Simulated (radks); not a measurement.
**Zr²⁺ in [Kr] 4d2: an all-electron calculation**

An exercise on one series of results from a longer session: the logs are not shown, and one member is left open.

Program: radks (a radial shooting solver on a logarithmic mesh, Libxc functionals) version 1. Level of theory: scalar-relativistic Kohn-Sham, RPBE, spin-polarised, spherical densities, finite nucleus; open shells are filled with parallel spins first. These are calculated values, not measurements, unless marked.

**The atom as given**

```
element            : zirconium (Z = 40)
charge             : +2
electrons          : 38
configuration      : [Kr] 4d2
nuclear rms radius : 4.2694 fm
```

Outer shells as boxes (Hund's rule):

Zr²⁺
```
[Kr] core
4d [↑ ][↑ ][  ][  ][  ]
```

The first run:

Input:

```text
Z 40
configuration [Kr] 4d2
relativity scalar-relativistic
functional rpbe,pbe
spin polarised
nucleus finite rms 4.2694 fm
c 137.035999084
```

Command:

```bash
python run_ks.py task.json out
```

The same process makes all the runs of this session.

Steps of the session up to this table: Self-consistent calculation.

One of the session's tables, all rows but one given; the rest of the session is left out.

It belongs to the step «Shells». Radial moments (bohr):

| level | <r> | outermost maximum (interpolated) | 90 % within | nodes |
| --- | --- | --- | --- | --- |
| 1s down | 0.03706 | 0.0241 | 0.0664 | 0 |
| 1s up | 0.03706 | 0.0241 | 0.0664 | 0 |
| 2s up | 0.1626 | 0.137 | 0.251 | 1 |
| 2s down | 0.1626 | 0.137 | 0.251 | 1 |
| 2p up | 0.1417 | 0.109 | 0.231 | 0 |
| 2p down | 0.1417 | 0.109 | 0.231 | 0 |
| 3s up | 0.4583 | 0.408 | 0.678 | 2 |
| 3s down | 0.4583 | 0.408 | 0.678 | 2 |
| 3p up | 0.4620 | 0.402 | 0.700 | 1 |
| 3p down | 0.4620 | 0.402 | 0.699 | 1 |
| 3d up | 0.4524 | 0.348 | 0.727 | 0 |
| 3d down | 0.4523 | 0.348 | 0.727 | 0 |
| 4s up | 1.216 | 1.08 | 1.77 | 3 |
| 4s down | ? | ? | ? | ? |
| 4p up | 1.368 | 1.18 | 2.03 | 2 |
| 4p down | 1.359 | 1.18 | 2.02 | 2 |
| 4d up | 1.996 | 1.57 | 3.14 | 1 |
| 4d down | 2.013 | 1.55 | 3.18 | 1 |

Q: Estimate the row for 4s down from the others.

**Answer.** <r>: 1.209; outermost maximum (interpolated): 1.08; 90 % within: 1.76; nodes: 3. In the column «<r>» it lies between 3p down (0.4620) and 4s up (1.216).

To keep in mind: Open shells are spherical and high-spin; term and fine-structure splittings are not resolved.
